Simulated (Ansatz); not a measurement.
**BiIr: stress in a strained cell**

BiIr is deformed so: x and y strained by +2 %, z held. What stress and forces result, by LAPW, PAW and all-electron datasets made for the crystal?

Computed with Ansatz 0.2.0 (DFT PBE, scalar-relativistic, unless a step's input says otherwise).

1 further run of the same task is left out (set aside as unsound or not needed).

## 1. The starting structure

It takes space group Fm-3m (No. 225, cubic). The conventional cell has a = 5.625 Å, b = 5.625 Å, c = 5.625 Å, α = 90.00°, β = 90.00°, γ = 90.00°. Ir (site symmetry m-3m) has 6 Bi at 2.81 Å as nearest neighbours. Around Bi (site symmetry m-3m) lie 6 Ir at 2.81 Å.

Coordinates:

```cif
data_structure
_symmetry_space_group_name_H-M 'P 1'
_symmetry_Int_Tables_number 1
_cell_length_a 3.9775
_cell_length_b 3.9775
_cell_length_c 3.9775
_cell_angle_alpha 60.000
_cell_angle_beta 60.000
_cell_angle_gamma 60.000
_cell_volume 44.50
loop_
_atom_site_label
_atom_site_type_symbol
_atom_site_fract_x
_atom_site_fract_y
_atom_site_fract_z
_atom_site_occupancy
Ir1 Ir 0.00000 0.00000 0.00000 1
Bi1 Bi 0.50000 0.50000 0.50000 1
```

Atoms are numbered in the order of the input: Ir1, Bi2.

## 2. After the deformation

Space group Fm-3m before, I4/mmm after.

## 3. LAPW, all electrons

The input, input.yaml:

```yaml
crystal:
  lattice:
    - [0.0, 2.8687882197, 2.8125374703]
    - [2.8687882197, 0.0, 2.8125374703]
    - [2.8687882197, 2.8687882197, 0.0]
  atoms:
    - { symbol: Ir, position: [0.0, 0.0, 0.0] }
    - { symbol: Bi, position: [0.5, 0.5, 0.5] }
kpoints:
  mp_grid: { grid: [12, 12, 12] }
scf:
  occupations: { method: fermi_dirac, width: 0.08 }
hamiltonian:
  xc: pbe
  pseudopotentials: { kind: all_electron, lapw: { basis_error: 0.0005 } }
output:
  forces: true
  stress: true
  eigenvalues: true
```

## 4. PAW with frozen cores

Changes to input.yaml since step 3:

```diff
@@ -14,3 +14,3 @@
   xc: pbe
-  pseudopotentials: { kind: all_electron, lapw: { basis_error: 0.0005 } }
+  pseudopotentials: { kind: paw }
 output:
@@ -19 +19,2 @@
   eigenvalues: true
+  efg: { contact_densities: true }
```

## 5. Datasets made for this crystal

Changes to input.yaml since step 4:

```diff
@@ -14,3 +14,3 @@
   xc: pbe
-  pseudopotentials: { kind: paw }
+  pseudopotentials: { kind: all_electron, datasets: crystal }
 output:
```

(Steps that only read results are left out.)

Before running it: what results should come out? Wanted: pressure; largest shear or deviatoric stress.

As calculated:

| quantity | value |
| --- | --- |
| pressure | LAPW -4.06, PAW -4.06, crystal datasets -4.05 GPa |
| largest shear or deviatoric stress (LAPW) | 1.32 GPa |

What this shows: The largest part of the stress beyond the pressure is 1.32 GPa in size, in the zz component; the atoms are carried along and not relaxed. No run of the undeformed cell stands beside it, so the pressure holds what the given cell had before the change. PAW: stress within 0.01 GPa of LAPW. Crystal datasets: stress within 0.01 GPa of LAPW. Spin-orbit coupling is left out, though the cell holds Bi; in elements this heavy it can shift bands and gaps by tenths of an eV.
